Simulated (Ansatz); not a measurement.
# BAu4: the cost of one run

Method: DFT PBEsol, scalar-relativistic, plane waves, PAW, in Ansatz 0.2.0.

4 further runs of the same task are left out: 1 that didn't finish, 3 set aside as unsound or not needed.

### 1 The starting structure

The structure is trigonal, space group P3m1 (No. 156). Conventional cell: a = 2.865 Å, b = 2.865 Å, c = 24.186 Å, α = 90.00°, β = 90.00°, γ = 120.00°. Around Au (site symmetry 3m) lie 9 Au at 2.87 to 2.91 Å. Au (site symmetry 3m) has 12 Au at 2.87 to 2.91 Å as nearest neighbours. Au (site symmetry 3m) is surrounded by 12 Au at 2.87 to 2.92 Å. Au (site symmetry 3m) is surrounded by 9 Au at 2.87 to 2.92 Å.

As a file:

```cif
data_structure
_symmetry_space_group_name_H-M 'P3m1'
_symmetry_Int_Tables_number 156
_cell_length_a 2.8652
_cell_length_b 2.8652
_cell_length_c 24.1859
_cell_angle_alpha 90.000
_cell_angle_beta 90.000
_cell_angle_gamma 120.000
_cell_volume 171.95
loop_
_atom_site_label
_atom_site_type_symbol
_atom_site_symmetry_multiplicity
_atom_site_Wyckoff_symbol
_atom_site_fract_x
_atom_site_fract_y
_atom_site_fract_z
_atom_site_occupancy
Au1 Au 1 b 0.33333 0.66667 0.35144 1
Au2 Au 1 c 0.66667 0.33333 0.45048 1
Au3 Au 1 b 0.33333 0.66667 0.54864 1
Au4 Au 1 c 0.66667 0.33333 0.64832 1
```

Planes are indexed in the bulk's conventional cell (P6_3/mmc (No. 194)), a = 2.865 Å, b = 2.865 Å, c = 4.791 Å, α = 90.00°, β = 90.00°, γ = 120.00°.

This (001) slab, 7.2 Å thick as cut, with 17 Å of vacuum; its outer planes are Au (top) and Au (bottom), was relaxed beforehand with its lower half held: -52027.4774 eV, work function 5.24 eV.

### 2 B put at a top (Au) site

Contents of input.yaml:

```yaml
crystal:
  lattice:
    - [2.8651901233, 0.0, 0.0]
    - [-1.4325950616, 2.4813274334, 0.0]
    - [0.0, 0.0, 26.1858669935]
  atoms:
    - { symbol: Au, position: [0.3333333333, 0.6666666667, 0.3246025806] }
    - { symbol: Au, position: [0.6666666667, 0.3333333333, 0.4160751676] }
    - { symbol: Au, position: [0.3333333333, 0.6666666667, 0.5067374936] }
    - { symbol: Au, position: [0.6666666667, 0.3333333333, 0.5988076074] }
    - { symbol: B, position: [0.6666666667, 0.3333333333, 0.682822393] }
basis:
  ecutwfc: 420
kpoints:
  mp_grid: { grid: [12, 12, 1] }
hamiltonian:
  xc: pbesol
scf:
  occupations: { method: gaussian, width: 0.1 }
output:
  forces: true
  eigenvalues: true
  write_density: true
  write_potential: true
  elf: true
  volumetric_format: npy
relax:
  adjacent_minimum: "off"
  f_tol: 0.03
  max_steps: 70
  constraints: [{ sites: [0, 1] }]
efield:
  axis: 3
  dipole_correction: true
  ramp_width: 0.04
```

On the command line:

```
$ ansatz run input.yaml --threads 2 --pin off --max-ram 5120MiB --backend cpu --events-out ev --progress --plain --runs-dir out
```

What time and memory should one allow on 2 threads of Arm Neoverse V2, shared host?

About 37 s, with a peak of 0.47 GiB.
